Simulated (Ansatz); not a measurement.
# GeH₅O₂Si radical: up Jacob's ladder to CCSD(T)

One table from this session's results is given with a row withheld; the runs are named, their logs left out.

Method: functionals in def2-TZVPP, the program's frozen cores in correlated methods; program: Ansatz 0.2.0, Gaussian basis.

The runs, in order: PBE-D4, r2SCAN-D4, PBE0-D4, B3LYP-D4, ωB97X-V, ωB97M-V, B2PLYP; CCSD(T)/def2-TZVPP; MP2/def2-QZVPP; extrapolation to the limit.

## The relaxed structure

The geometry comes from an earlier relaxation with PBE0-D4 in a triple-zeta def2 set; it is a stationary point, not always the lowest conformer.

SMILES `O[SiH][GeH2][OH]`, 9 atoms, charge 0, spin multiplicity 2.

Atoms are counted from 1 here; the program's logs count them from 0.

Bond lengths: O1–Si2 1.651 Å, O1–H5 0.967 Å, Si2–Ge3 2.393 Å, Si2–H6 1.492 Å, Ge3–O4 1.808 Å, Ge3–H7 1.548 Å, Ge3–H8 1.543 Å, O4–H9 0.959 Å. Angles: Si2–O1–H5 112.3°, O1–Si2–Ge3 102.4°, O1–Si2–H6 107.7°, Ge3–Si2–H6 116.3°, Si2–Ge3–O4 93.2°, Si2–Ge3–H7 119.2°, Si2–Ge3–H8 117.4°, O4–Ge3–H7 108.1°, O4–Ge3–H8 109.1°, H7–Ge3–H8 108.2°, Ge3–O4–H9 114.3°.

The first run:

File in.yaml:

```yaml
crystal:
  periodic: [false, false, false]
  atoms:
    - {symbol: O, position_ang: [0.452564, 1.275550, 1.641615]}
    - {symbol: Si, position_ang: [1.104608, -0.185511, 1.235605]}
    - {symbol: Ge, position_ang: [-0.140110, -0.779747, -0.719621]}
    - {symbol: O, position_ang: [-0.512357, 0.942297, -1.127770]}
    - {symbol: H, position_ang: [0.090675, 1.741808, 0.876133]}
    - {symbol: H, position_ang: [0.958936, -1.090849, 2.413168]}
    - {symbol: H, position_ang: [-1.480694, -1.537404, -0.560013]}
    - {symbol: H, position_ang: [0.637012, -1.418107, -1.889962]}
    - {symbol: H, position_ang: [-1.110635, 1.051963, -1.869135]}
basis:
  gaussian: {orbitals: def2-TZVPP}
magnetization: {spin_polarized: true, initial_magnetization: 1}
hamiltonian: {xc: pbe, dispersion: d4}
output: {forces: true, orbitals: {seedname: orbitals}}
```

Run with:

```console
> ansatz run in.yaml --threads 2 --pin off --events-out ev --progress --plain --max-ram 32768MiB --backend cpu
```

Among the steps run: PBE-D4 (GGA); r2SCAN-D4 (meta-GGA); PBE0-D4 (hybrid); B3LYP-D4 (hybrid); ωB97X-V (range-separated); ωB97M-V (range-separated); B2PLYP (double hybrid); CCSD(T) in def2-TZVPP; MP2 in def2-QZVPP.

One table of the session follows, with a row left open; its other results are not shown here.

It belongs to the step «Atomisation energies». 

| method | atomisation energy (kJ/mol) |
| --- | --- |
| PBE-D4 | 2854.0 |
| r2SCAN-D4 | 2845.7 |
| PBE0-D4 | 2790.4 |
| B3LYP-D4 | 2813.0 |
| ωB97X-V | ? |
| ωB97M-V | 2817.8 |
| B2PLYP | 2786.6 |
| HF/def2-TZVPP | 1956.4 |
| MP2/def2-TZVPP | 2803.9 |
| CCSD/def2-TZVPP | 2717.6 |
| CCSD(T)/def2-TZVPP | 2762.6 |
| MP2/CBS | 2886.0 |
| CCSD(T)/CBS | 2844.8 |

Q: Estimate the row for ωB97X-V from the others.

The run gave: atomisation energy (kJ/mol): 2843.2. In the column «atomisation energy (kJ/mol)» it lies between ωB97M-V (2817.8) and CCSD(T)/CBS (2844.8).

To keep in mind: Free atoms (2 O, 1 Si, 1 Ge, 5 H) were run apart at each level; the atomisation energy is their sum less the molecule, without zero-point or spin-orbit terms.
